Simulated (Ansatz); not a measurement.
# BiTe: the cost of one run

Program: Ansatz 0.2.0. Level of theory: DFT PBE, scalar-relativistic, plane waves, PAW. These are calculated values, not measurements.

### Step 1. The system as given

The structure is trigonal, space group R-3m (No. 166). The conventional cell has a = 4.845 Å, b = 4.845 Å, c = 9.952 Å, α = 90.00°, β = 90.00°, γ = 120.00°. Bi (site symmetry -3m) is surrounded by 6 Te at 3.25 Å. Around Te (site symmetry -3m) lie 6 Bi at 3.25 Å.

Structure file:

```
CELL_PARAMETERS angstrom
2.42271 1.39875 3.31729
-2.42271 1.39875 3.31729
0.00000 -2.79750 3.31729
ATOMIC_POSITIONS crystal
Bi 0.50000 0.50000 0.50000
Te 0.00000 0.00000 0.00000
```

It goes back to an entry of the Materials Project, which need not be the stable form.

The cell is taken as given, not relaxed at this level.

### Step 2. The reference cell

Reference values: F = -19376.6655 eV; pressure -0.03 GPa; largest force 0.000 eV/Å; gap on the mesh none (metal). It was computed beforehand with the settings of the runs below.

### Step 3. Next: a strain scan

The cell is strained by ε times the Voigt pattern (0, 0, 0, 0, 1, 0) (xx, yy, zz, yz, xz, xy; engineering shear), with fractional coordinates fixed (clamped ions). The stress on the pattern is the sum of the stress components weighted by it, tension positive.

### Step 4. ε = -0.0200

File input.yaml:

```yaml
crystal:
  lattice:
    - [2.3895348533, 1.3987509848, 3.2930648768]
    - [-2.4558806924, 1.3987509848, 3.3415190322]
    - [-0.0331729195, -2.7975019696, 3.3172919545]
  atoms:
    - { symbol: Bi, position: [0.5, 0.5, 0.5] }
    - { symbol: Te, position: [0.0, 0.0, 0.0] }
basis:
  ecutwfc: 420
kpoints:
  mp_grid: { grid: [12, 12, 12] }
hamiltonian:
  xc: pbe
scf:
  occupations: { method: gaussian, width: 0.15 }
output:
  forces: true
  stress: true
  eigenvalues: true
  write_density: true
  write_potential: true
  elf: true
  volumetric_format: npy
```

On the command line:

```
> ansatz run input.yaml --threads 1 --pin off --max-ram 2560MiB --backend cpu --events-out ev --progress --plain --runs-dir out
```

**Question.** How long does this run take on 1 thread of Arm Neoverse V2, shared host, and how much memory does it need?

About 72 s, with a peak of 1 GiB.
